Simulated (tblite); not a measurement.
# C5H10OSeSi2: the cost of one run

Programs: tblite 0.8.0 and PySCF 2.14.0, with density-fitted response routines of our own. Each step states its level of theory. These are calculated values for one molecule in the gas phase, unless marked as measured. Atoms are numbered from 0 throughout.

## 1. The starting structure

19 atoms, charge 0, multiplicity 1; geometry from: force field or distance geometry start.

Bonds of the start (Å): C0–C1 1.20, C1–Si2 1.82, Si2–Se3 2.29, Se3–Si4 2.27, Si4–O5 1.72, Si4–C6 1.88, C6–C7 1.50, C7–C8 1.34, C0–H9 1.06, Si2–H10 1.47, Si2–H11 1.46, Si4–H12 1.47, O5–H13 0.99, C6–H14 1.11, C6–H15 1.10, C7–H16 1.08, C8–H17 1.09, C8–H18 1.08.

## 2. Geometry optimisation with GFN2-xTB

What the job is given:

```
{"job": {"kind": "relax", "xc": "GFN2-xTB", "basis": "xTB"}, "charge": 0, "multiplicity": 1}
C      1.995000     1.008500     2.632900
C      2.005500    -0.009500     1.991700
Si     2.051100    -1.560900     1.049400
Se    -0.095900    -2.213000     0.585300
Si    -0.233500    -0.842300    -1.216200
O     -1.678500    -1.190200    -2.090300
C     -0.243800     0.962400    -0.697400
C     -1.243200     1.204200     0.399900
C     -2.558200     1.214700     0.152900
H      1.959800     1.911300     3.192700
H      2.789300    -1.357600    -0.204100
H      2.703900    -2.600400     1.845600
H      0.915100    -1.071800    -2.096800
H     -1.566800    -2.132900    -2.375700
H      0.764200     1.225900    -0.318000
H     -0.466300     1.606400    -1.557800
H     -0.894900     1.401400     1.406300
H     -3.263700     1.404300     0.958900
H     -2.949000     1.048700    -0.842600
```

The run is started by

```
$ OMP_NUM_THREADS=1 python probes_run.py task.json out
```

One launch serves the whole session: the jobs run in the order shown.

**Question.** How long does this first job take on 1 thread of Intel Xeon 6975P-C, shared host?

About 1.2 s.
